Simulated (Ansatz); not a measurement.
# Al4As3N: the cost of one run

The runs shown are made with Ansatz 0.2.0. PAW datasets, plane waves, zero pressure. The calculation is spin-unpolarised, and the structure need not be a phase that has been made.

### 1 Starting point

This is the cell as the run starts from it, not yet at rest; its lengths are not the crystal's.

The symmetry is Pmm2 (No. 25, orthorhombic); conventional cell a = 3.608 Å, b = 7.216 Å, c = 5.102 Å, 16.60 Å³ an atom. Around N lie 4 Al at 2.21 Å; around Al lie 2 N at 2.21 Å and 2 As at 2.21 Å; around As lie 4 Al at 2.21 Å; around Al lie 3 As at 2.21 Å and 1 N at 2.21 Å.

Coordinates:

```cif
data_structure
_symmetry_space_group_name_H-M 'Pmm2'
_symmetry_Int_Tables_number 25
_cell_length_a 3.6079
_cell_length_b 7.2157
_cell_length_c 5.1023
_cell_angle_alpha 90.000
_cell_angle_beta 90.000
_cell_angle_gamma 90.000
_cell_volume 132.83
loop_
_atom_site_label
_atom_site_type_symbol
_atom_site_symmetry_multiplicity
_atom_site_Wyckoff_symbol
_atom_site_fract_x
_atom_site_fract_y
_atom_site_fract_z
_atom_site_occupancy
N1 N 1 a 0.00000 0.00000 0.00000 1
Al1 Al 1 c 0.50000 0.00000 0.75000 1
As1 As 2 h 0.50000 0.75000 0.50000 1
Al2 Al 2 g 0.00000 0.75000 0.25000 1
As2 As 1 b 0.00000 0.50000 0.00000 1
Al3 Al 1 d 0.50000 0.50000 0.75000 1
```

### 2 Relaxation with PBE

input.yaml reads:

```yaml
crystal:
  lattice:
    - [3.6078534421, 0.0, 0.0]
    - [0.0, 7.2157068843, 0.0]
    - [0.0, 0.0, 5.1022752689]
  atoms:
    - { symbol: "N", position: [0.0, 0.0, 0.0] }
    - { symbol: Al, position: [0.5, 0.0, 0.75] }
    - { symbol: As, position: [0.5, 0.75, 0.5] }
    - { symbol: Al, position: [0.0, 0.75, 0.25] }
    - { symbol: As, position: [0.0, 0.5, 0.0] }
    - { symbol: Al, position: [0.5, 0.5, 0.75] }
    - { symbol: As, position: [0.5, 0.25, 0.5] }
    - { symbol: Al, position: [0.0, 0.25, 0.25] }
kpoints:
  mp_grid: { grid: [6, 4, 4] }
hamiltonian:
  xc: pbe
scf:
  occupations: { method: fermi_dirac, width: 0.02 }
relax:
  f_tol: 0.005
  cell: {}
```

Started as:

```console
> ansatz run input.yaml --threads 4 --pin off --max-ram 6451MiB --backend cpu --events-out ev --progress --plain --runs-dir out
```

**Question.** How long does this run take on 4 threads of AMD EPYC 9R45 (Zen 5), shared host, and how much memory does it need?

About 21 s, with a peak of 0.58 GiB.
